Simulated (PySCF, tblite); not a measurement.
**C₃H₆AsB: geometry, infrared bands, NMR shifts and spin-spin couplings**

What infrared bands, NMR shifts and spin-spin couplings should C₃H₆AsB (`C#CBC[AsH2]`) show?

The runs use tblite 0.8.0 and PySCF 2.14.0, with density-fitted response routines of our own; the level of theory stands in each step. All values are computed, except where a source is named. Atoms are numbered from 0 throughout.

## Step 1: Starting geometry

11 atoms, charge 0, multiplicity 1; geometry from: force field or distance geometry start.

Bonds of the start (Å): C0–C1 1.22, C1–B2 1.52, B2–C3 1.61, C3–As4 1.98, C0–H5 1.05, B2–H6 1.18, C3–H7 1.11, C3–H8 1.10, As4–H9 1.57, As4–H10 1.56.

## Step 2: Relaxing the molecule with GFN2-xTB

The job: settings as JSON, then the geometry in Å.

```
{"job": {"kind": "relax", "xc": "GFN2-xTB", "basis": "xTB"}, "charge": 0, "multiplicity": 1}
C      2.669500     0.313000     1.110600
C      1.683700    -0.213900     0.631100
B      0.458700    -0.901400     0.044800
C     -0.569800    -0.064800    -0.863800
As    -2.349800    -0.090500    -0.005000
H      3.509700     0.784600     1.522100
H      0.252200    -2.039800     0.250200
H     -0.216700     0.981600    -0.960600
H     -0.629700    -0.543200    -1.858000
H     -2.884000     1.022500    -0.970300
H     -1.918400     0.947600     1.072800
```

Run with:

```console
$ OMP_NUM_THREADS=1 python probes_run.py task.json out
```

The driver reads the jobs from task.json and runs them one after another.

**Question.** This job is followed by: GFN2-xTB harmonic vibrations, gas phase; GIAO PBE0/pcSseg-1 NMR shielding, non-relativistic, gas phase; B3LYP/pcJ-1 As:pcSseg-1 indirect spin-spin coupling, non-relativistic, gas phase. What will the session give for the following? strongest single infrared mode (GFN2-xTB); zero-point energy (GFN2-xTB); 13C shifts against TMS (PBE0/pcSseg-1); 1H shifts against TMS (PBE0/pcSseg-1, means over atoms taken as alike); 11B shifts against BF3·OEt2 (PBE0/pcSseg-1); 75As shifts against AsH3 (PBE0/pcSseg-1); largest coupling of the table (B3LYP/pcSseg-1+pcJ-1).

**Answer**, as computed:

| quantity | value |
| --- | --- |
| strongest single infrared mode (GFN2-xTB) | 1862 cm⁻¹, 809 km/mol |
| zero-point energy (GFN2-xTB) | 44.8 kcal/mol |
| 13C shifts against TMS (PBE0/pcSseg-1) | 132.0, 99.9, 23.1 ppm |
| 1H shifts against TMS (PBE0/pcSseg-1, means over atoms taken as alike) | 6.68, 4.57, 3.38, 2.36 ppm |
| 11B shifts against BF3·OEt2 (PBE0/pcSseg-1) | 65.3 ppm |
| 75As shifts against AsH3 (PBE0/pcSseg-1) | 265 ppm |
| largest coupling of the table (B3LYP/pcSseg-1+pcJ-1) | 1J(C,H) C0–H5, 255.4 Hz |

In words: The optimisation took 74 steps and gained 0.149 eV; among the close pairs (by a distance rule), As4–H9 changed most, from 1.567 to 1.513 Å. All 27 modes are real, so the xTB geometry is a minimum. The strongest single mode, at 1862 cm⁻¹, moves mainly H9. Unscaled tight-binding wavenumbers are off by several per cent, some by more. Its intensities can rank the bands wrongly. At PBE0/pcSseg-1: The largest span, 383 ppm, is at As4, where the paramagnetic term is -1151 ppm. In the run at B3LYP/pcSseg-1+pcJ-1, the largest coupling of the table is C0–H5, 255.4 Hz, of which the Fermi-contact term gives 257.1 Hz. Couplings across rotatable bonds belong to this one conformer; where others are populated, the observed values are averages. Spin-orbit coupling is left out, which matters for shieldings and couplings at and beside the heavy atoms.
